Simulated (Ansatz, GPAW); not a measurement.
# BP with PBE in single-zeta orbitals from a Python script

These are simulated results from GPAW 26.7.0, not measurements. The cell began as a measured structure and was relaxed with r2SCAN in plane waves (Ansatz 0.2.0). All runs are without spin polarisation.

It is cubic, F-43m (No. 216); conventional cell a = 4.537 Å, 11.67 Å³ an atom. Around B lie 4 P at 1.96 Å; around P lie 4 B at 1.96 Å.

The basis is minimal: single zeta, one radial function for each shell that the log's basis lists. It describes the filled bands fairly and the empty ones poorly.

Input script:

```python
import json
from ase import Atoms
from gpaw import GPAW, PW, FermiDirac

atoms = Atoms(['B', 'P'],
              cell=[[-0.0, 2.268316, 2.268316], [2.268316, -0.0, 2.268316], [2.268316, 2.268316, 0.0]],
              scaled_positions=[[-0.0, 0.0, 0.0], [0.25, 0.25, 0.25]],
              pbc=True)
calc = GPAW(mode='lcao', basis='sz(dzp)', h=0.2, xc='PBE', kpts={'size': (6, 6, 6), 'gamma': True},
            occupations=FermiDirac(0.02), maxiter=100, legacy_gpaw=True, txt='gpaw.txt')
atoms.calc = calc
res = {'energy': atoms.get_potential_energy(force_consistent=True)}
res['electrons'] = calc.get_number_of_electrons()
res['k'] = calc.get_ibz_k_points().tolist()
res['levels'] = [calc.get_eigenvalues(kpt=i).tolist() for i in range(len(res['k']))]
points = [[0.0, 0.0, 0.0], [-0.5, -0.5, 0.0], [-0.375, -0.375, 0.25], [-0.375, 0.0, 0.375], [0.0, 0.0, 0.5], [-0.5, -0.25, 0.25], [0.0, 0.414062, 0.414062]]
bands = calc.fixed_density(kpts=points, symmetry='off', txt='bands.txt')
res['points'] = [bands.get_eigenvalues(kpt=i).tolist() for i in range(len(points))]
json.dump(res, open('results.json', 'w'))
print('free energy (eV):', round(res['energy'], 5))
```

Command: `python run.py`. It took 3.2 s on 1 thread of Arm Neoverse V1, with other jobs on the host, peak memory 0.12 GiB.

The log gpaw.txt, trimmed of paths, versions and times, then the last line on the terminal. An iter line gives the energy in eV and the logarithms of the changes of orbitals (plane waves alone) and density (c: converged):

```
___ ___ ___ _ _ _
 |   |   |_  | | | |

 | | | | | . | | | |

 |__ |  _|___|_____|  26.7.0
 |___|_|

Input parameters:
  basis: sz(dzp)
  h: 0.2
  kpts: {gamma: True,
         size: (6, 6, 6)}
  maxiter: 100
  mode: lcao
  occupations: {fixmagmom: False,
                name: fermi-dirac,
                width: 0.02}
  xc: PBE

System changes: positions, numbers, cell, pbc, initial_charges, initial_magmoms

Initialize ...

species:
  B:
    name:    Boron
    Z:       5.0
    valence: 3
    core:    2
    charge:  0.0  # [|e|]
    compensation charges:
      type: gauss
      rc: 0.20  # [Å]
      lmax: 2
    cutoffs:
      filter: 1.14  # [Å]
      core: 1.38  # [Å]
    projectors
    | kind |    occ | energy [eV] | rcut [Å] |

    |------|--------|-------------|----------|

    |   2s |  2.000 |      -9.443 |    0.635 |

    |   2p |  1.000 |      -3.606 |    0.635 |

    |    s |        |      17.768 |    0.635 |

    |    p |        |      23.605 |    0.635 |

    |    d |        |       0.000 |    0.635 |

    LCAO basis set for B:
      Name: sz(dzp)
      Number of radial functions: 2
      Number of spherical harmonics: 4
        l=0, rc=6.6719 Bohr: 2s-sz confined orbital
        l=1, rc=8.2188 Bohr: 2p-sz confined orbital
      Number of RI-basis functions 0

  P:
    name:    Phosphorus
    Z:       15.0
    valence: 5
    core:    10
    charge:  0.0  # [|e|]
    compensation charges:
      type: gauss
      rc: 0.30  # [Å]
      lmax: 2
    cutoffs:
      filter: 1.69  # [Å]
      core: 1.81  # [Å]
    projectors
    | kind |    occ | energy [eV] | rcut [Å] |

    |------|--------|-------------|----------|

    |   3s |  2.000 |     -13.968 |    0.953 |

    |   3p |  3.000 |      -5.506 |    0.953 |

    |    s |        |      13.244 |    0.953 |

    |    p |        |      21.705 |    0.953 |

    |    d |        |       0.000 |    0.953 |

    LCAO basis set for P:
      Name: sz(dzp)
      Number of radial functions: 2
      Number of spherical harmonics: 4
        l=0, rc=6.0938 Bohr: 3s-sz confined orbital
        l=1, rc=7.7031 Bohr: 3p-sz confined orbital
      Number of RI-basis functions 0

Reference energy: -9972.403226  # eV

Spin-paired calculation

Convergence criteria:
 Maximum [total energy] change in last 3 cyles: 0.0005 eV / valence electron
 Maximum integral of absolute [dens]ity change: 0.0001 electrons / valence electron
 Maximum integral of absolute [eigenst]ate change: 4e-08 eV^2 / valence electron
 Maximum number of scf [iter]ations: 100
 (Square brackets indicate name in SCF output, whereas a 'c' in
 the SCF output indicates the quantity has converged.)

Symmetries present (total): 24

  ( 1  0  0)  ( 1  0  0)  ( 1  0 -1)  ( 1  0 -1)  ( 1 -1  0)  ( 1 -1  0)
  ( 0  1  0)  ( 0  0  1)  ( 0  1 -1)  ( 0  0 -1)  ( 0 -1  1)  ( 0 -1  0)
  ( 0  0  1)  ( 0  1  0)  ( 0  0 -1)  ( 0  1 -1)  ( 0 -1  0)  ( 0 -1  1)

  ( 0  1  0)  ( 0  1  0)  ( 0  1 -1)  ( 0  1 -1)  ( 0  0  1)  ( 0  0  1)
  ( 1  0  0)  ( 0  0  1)  ( 1  0 -1)  ( 0  0 -1)  ( 1  0  0)  ( 0  1  0)
  ( 0  0  1)  ( 1  0  0)  ( 0  0 -1)  ( 1  0 -1)  ( 0  1  0)  ( 1  0  0)

  ( 0  0 -1)  ( 0  0 -1)  ( 0 -1  1)  ( 0 -1  1)  ( 0 -1  0)  ( 0 -1  0)
  ( 1  0 -1)  ( 0  1 -1)  ( 1 -1  0)  ( 0 -1  0)  ( 1 -1  0)  ( 0 -1  1)
  ( 0  1 -1)  ( 1  0 -1)  ( 0 -1  0)  ( 1 -1  0)  ( 0 -1  1)  ( 1 -1  0)

  (-1  1  0)  (-1  1  0)  (-1  0  1)  (-1  0  1)  (-1  0  0)  (-1  0  0)
  (-1  0  1)  (-1  0  0)  (-1  1  0)  (-1  0  0)  (-1  1  0)  (-1  0  1)
  (-1  0  0)  (-1  0  1)  (-1  0  0)  (-1  1  0)  (-1  0  1)  (-1  1  0)

216 k-points: 6 x 6 x 6 Monkhorst-Pack grid + [1/12,1/12,1/12]
16 k-points in the irreducible part of the Brillouin zone
       k-points in crystal coordinates                weights
   0:     0.00000000    0.00000000    0.00000000          1/216
   1:     0.16666667    0.16666667    0.00000000          6/216
   2:     0.16666667    0.16666667    0.16666667          8/216
   3:     0.33333333    0.16666667    0.16666667         12/216
   4:     0.33333333    0.33333333   -0.33333333         12/216
   5:     0.33333333    0.33333333    0.00000000          6/216
   6:     0.33333333    0.33333333    0.16666667         24/216
   7:     0.33333333    0.33333333    0.33333333          8/216
   8:     0.50000000    0.33333333   -0.33333333         24/216
   9:     0.50000000    0.33333333   -0.16666667         12/216
          ...
  15:     0.50000000    0.50000000    0.50000000          4/216

Wave functions: LCAO
  Diagonalizer: Serial LAPACK
  Atomic Correction: dense with blas
  Data-type: complex

Occupation numbers: Fermi-Dirac:
  width: 0.0200  # eV

Eigensolver
   LCAO using direct dense diagonalizer

Densities:
  Coarse grid: 12*12*12 grid
  Fine grid: 24*24*24 grid
  Total Charge: 0.000000

Density mixing:
  Method: separate
  Backend: msr1
  Linear mixing parameter: 0.05
  old densities: 10
  Width of damping distribution: 1.1
  Damping of long wavelength oscillations: 20

Hamiltonian:
  XC and Coulomb potentials evaluated on a 24*24*24 grid
  Using the PBE Exchange-Correlation functional
  Interpolation: tri-quintic (5. degree polynomial)
  Poisson solver: FastPoissonSolver using
    Stencil: 12*3+1=37 point O(h^6) finite-difference Laplacian
    FFT axes: [np.int64(0), np.int64(1), np.int64(2)]
    FST axes: []

XC parameters: PBE with 2 nearest neighbor stencil

Memory estimate:
  Process memory now: 109.79 MiB
  Calculator: 3.80 MiB
    Density: 2.15 MiB
      Arrays: 0.34 MiB
      Localized functions: 1.55 MiB
      Mixer: 0.26 MiB
    Hamiltonian: 0.34 MiB
      Arrays: 0.22 MiB
      XC: 0.00 MiB
      Poisson: 0.00 MiB
      vbar: 0.12 MiB
    Wavefunctions: 1.30 MiB
      C [qnM]: 0.02 MiB
      S, T [2 x qmm]: 0.03 MiB
      P [aqMi]: 0.00 MiB
      BasisFunctions: 1.25 MiB
      Eigensolver: 0.00 MiB

Total number of cores used: 1

Number of atoms: 2
Number of atomic orbitals: 8
Number of bands in calculation: 8
Number of valence electrons: 8
Bands to converge: occupied
Positions:
   0 B      0.000000    0.000000    0.000000    ( 0.0000,  0.0000,  0.0000)
   1 P      1.134158    1.134158    1.134158    ( 0.0000,  0.0000,  0.0000)

Unit cell:
           periodic     x           y           z      points  spacing
  1. axis:    yes   -0.000000    2.268316    2.268316    12     0.2183
  2. axis:    yes    2.268316   -0.000000    2.268316    12     0.2183
  3. axis:    yes    2.268316    2.268316    0.000000    12     0.2183

  Lengths:   3.207883   3.207883   3.207883
  Angles:   60.000000  60.000000  60.000000

Effective grid spacing dv^(1/3) = 0.2382

iter:   1   -11.339499        c
iter:   2   -11.274120        c -0.90
iter:   3   -11.051378        c -0.95
iter:   4   -11.053751        c -1.64
iter:   5   -11.054632c       c -1.91
iter:   6   -11.054631c       c -3.17
iter:   7   -11.054631c       c -4.11c

Converged after 7 iterations.

Energy contributions relative to reference atoms: (reference = -9972.403226)

Kinetic:         +4.956477
Potential:       -3.343293
External:        +0.000000
XC:             -12.808270
Entropy (-ST):   +0.000000
Local:           +0.140456
SIC:             +0.000000
--------------------------
Free energy:    -11.054631
Extrapolated:   -11.054631

Showing only first 2 kpts
 Kpt  Band  Eigenvalues  Occupancy
  0     2      8.24901    2.00000
  0     3      8.24901    2.00000
  0     4     12.43032    0.00000
  0     5     12.43032    0.00000

  1     2      6.30520    2.00000
  1     3      6.30952    2.00000
  1     4     11.73657    0.00000
  1     5     15.35939    0.00000

Fermi level: 9.50840

Gap: 3.003 eV
Transition (v -> c):
  (s=0, k=0, n=3, [0.00, 0.00, 0.00]) -> (s=0, k=5, n=4, [0.33, 0.33, 0.00])
Direct/indirect transitions are different
Direct gap: 4.181 eV
Transition at: (s=0, k=0, n=3, [0.00, 0.00, 0.00])

free energy (eV): -11.05463
```

The gap in the log is over the mesh alone; results.json adds the listed points. PBE in single-zeta orbitals gives a gap of 3.00 eV. On the same cell, plane-wave PBE (Ansatz, 10×10×10 k points and the special points) gives a gap of 1.24 eV and r2SCAN a gap of 1.41 eV; on shared hosts these took about 1.7 and 3.2 core-seconds on the 2-atom cell, against 3.2 for the script. Semilocal gaps usually lie below measured ones.
